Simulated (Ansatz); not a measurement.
# Ba2C3: the cost of one run

Method: DFT PBE, scalar-relativistic, plane waves, PAW, in Ansatz 0.2.0.

### Step 1. Starting point

It takes space group Pm-3m (No. 221, cubic). The conventional cell has a = 4.754 Å, b = 4.754 Å, c = 4.754 Å, α = 90.00°, β = 90.00°, γ = 90.00°. Ba (site symmetry m-3m) is surrounded by 12 C at 3.36 Å. Ba (site symmetry m-3m) has 6 C at 2.38 Å as nearest neighbours. C (site symmetry 4/mmm) is surrounded by 6 Ba at 2.38 to 3.36 Å.

As a file:

```cif
data_structure
_symmetry_space_group_name_H-M 'P 1'
_symmetry_Int_Tables_number 1
_cell_length_a 4.7536
_cell_length_b 4.7536
_cell_length_c 4.7536
_cell_angle_alpha 90.000
_cell_angle_beta 90.000
_cell_angle_gamma 90.000
_cell_volume 107.41
loop_
_atom_site_label
_atom_site_type_symbol
_atom_site_fract_x
_atom_site_fract_y
_atom_site_fract_z
_atom_site_occupancy
Ba1 Ba 0.50000 0.50000 0.50000 1
Ba2 Ba 0.00000 0.00000 0.00000 1
C1 C 0.50000 0.00000 0.00000 1
C2 C 0.00000 0.50000 0.00000 1
C3 C 0.00000 0.00000 0.50000 1
```

The cell is invented: random cell by space group and Wyckoff sites (Pm-3m, No. 221). Its size is a rough estimate.

### Step 2. A first look at the guess

Input file input.yaml:

```yaml
crystal:
  lattice:
    - [4.75357917, 0.0, 0.0]
    - [0.0, 4.75357917, 0.0]
    - [0.0, 0.0, 4.75357917]
  atoms:
    - { symbol: Ba, position: [0.5, 0.5, 0.5] }
    - { symbol: Ba, position: [0.0, 0.0, 0.0] }
    - { symbol: C, position: [0.5, 0.0, 0.0] }
    - { symbol: C, position: [0.0, 0.5, 0.0] }
    - { symbol: C, position: [0.0, 0.0, 0.5] }
basis:
  ecutwfc: 420
kpoints:
  mp_grid: { grid: [4, 4, 4] }
hamiltonian:
  xc: pbe
scf:
  occupations: { method: gaussian, width: 0.1 }
  lower_state_search: "off"
output:
  forces: true
  stress: true
  eigenvalues: true
```

Command:

```
$ ansatz run input.yaml --threads 1 --pin off --max-ram 2048MiB --backend cpu --events-out ev --progress --plain --runs-dir out
```

Q: Estimate wall time and peak memory on 1 thread of Intel Xeon 6975P-C (Granite Rapids), shared host.

About 1.1 s, with a peak of 0.37 GiB.
